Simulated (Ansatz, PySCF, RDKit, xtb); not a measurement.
**Isomers of BSi2NH7F, a sample narrowed down**

Which of a sample of isomers of BSi2NH7F is the most stable in the gas at 298.15 K, and what are its properties? The sample is small against all isomers, and the most stable one of this formula need not be in it.

The funnel: GFN2-xTB relaxations, single points with a density functional, relaxations at PBE-D3(BJ)/def2-SVP, harmonic vibrations (at GFN2-xTB), and a last energy at a higher level. All values are calculated.

## Step 1: Candidates

Isomers were taken from a list of plausible structures; this is a sample, not all of them. That gives 3 candidates.

```
label              SMILES     spin
 c327   BN([SiH3])[SiH2]F  singlet
 c832     B[SiH2]N[SiH2]F  singlet
 c968  B[Si@@H](F)N[SiH3]  singlet
```

Candidates are built by distance geometry, with a force field where one applies, in up to four conformers (letters a to d).

Q: Predict the outcome of this search (final energies at CCSD(T)/def2-SVP + MP2/def2-TZVPP - MP2/def2-SVP).

| quantity | value |
| --- | --- |
| lowest structure found | BN([SiH3])[SiH2]F, singlet |
| next finalist | [F][SiH]1[BH3][SiH2][NH]1 ‡, singlet, 31.9 kcal/mol higher in G |
| share at equilibrium, among the finalists | 100.0 % |
| dipole moment (PBE0/def2-SVPD) | 0.52 D |
| HOMO energy (PBE0/def2-SVPD) | -8.56 eV |
| LUMO energy (PBE0/def2-SVPD) | -0.77 eV |
| HOMO–LUMO gap (PBE0/def2-SVPD) | 7.79 eV |
| lowest excitation (TD-PBE0/def2-SVPD) | 6.42 eV (f = 0.000) |
| strongest of the states computed, same level | 6.77 eV (f = 0.091) |
| lowest triplet excitation, same level, Tamm-Dancoff | 5.58 eV |
| vertical ionisation energy | 10.40 eV |
| vertical electron affinity | -0.90 eV (unbound: the value depends on the basis) |
| vertical triplet less singlet | +5.68 eV |

The search ends on `BN([SiH3])[SiH2]F`. Among the finalists first place is clear (31.9 kcal/mol); structures outside the list aren't covered. PBE-D3(BJ)/def2-SVP, HF/def2-SVP and MP2/def2-SVP already put its bonding pattern lowest among the structures in one piece. 3 minima inside the window were never screened. Lowest found is not proven lowest: the search is finite, and each finalist counts with one conformer. Only 3 drawn patterns were tried, so whole families of isomers are missing, and the result ranks this sample alone.

‡ marks the bonded skeleton alone, with all bonds drawn single: no Lewis structure was assigned that passes a check against the bond lengths.
